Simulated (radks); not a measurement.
# Kr²⁺ with its nuclear charge varied continuously

The task here is to estimate one member of a computed series from the others.

Program: radks (a radial shooting solver on a logarithmic mesh, Libxc functionals) version 1. Level of theory: scalar-relativistic Kohn-Sham, r2SCAN, spin-polarised, spherical densities, finite nucleus; open shells are filled with parallel spins first. These are calculated values, not measurements, unless marked.

## The atom as given

| Item | Value |
| --- | --- |
| element | krypton (Z = 36) |
| charge | +2 |
| electrons | 34 |
| configuration | [Ar] 3d10 4s2 4p4 |
| nuclear rms radius | 4.1884 fm |

The outer shells:

Kr²⁺
```
[Ar] core
3d [↑↓][↑↓][↑↓][↑↓][↑↓]
4s [↑↓]
4p [↑↓][↑ ][↑ ]
```

Set-up of the first run:

The run's settings:

```text
Z 36
configuration [Ar] 3d10 4s2 4p4
relativity scalar-relativistic
functional r2scan,r2scan
spin polarised
nucleus finite rms 4.1884 fm
c 137.035999084
```

Among the steps run: Z = 36.

One of the session's tables, all rows but one given; the rest of the session is left out.

It belongs to the step «Z = 36». Sizes of the orbitals, from the radial functions (bohr):

```
  level     <r>  outermost maximum (interpolated)  90 % within  nodes
  3p up  0.5396                             0.463        0.822      1
3p down  0.5395                             0.463        0.821      1
  3d up  0.5553                             0.413        0.908      0
3d down  0.5535                             0.413        0.904      0
  4s up   1.506                              1.32         2.21      3
4s down   1.511                              1.32         2.22      3
  4p up   1.725                              1.48         2.56      2
4p down       ?                                 ?            ?      ?
```

Q: Estimate the row for 4p down from the others.

**Answer.** <r>: 1.743; outermost maximum (interpolated): 1.48; 90 % within: 2.60; nodes: 2. In the column «<r>» it is the highest.

Limits of these values: At Z = 36 the central difference of E is -186.326 hartree, against -186.020 from the Hellmann-Feynman theorem; the scalar-relativistic energy here is not variational, so the two differ by a part that grows with Z.
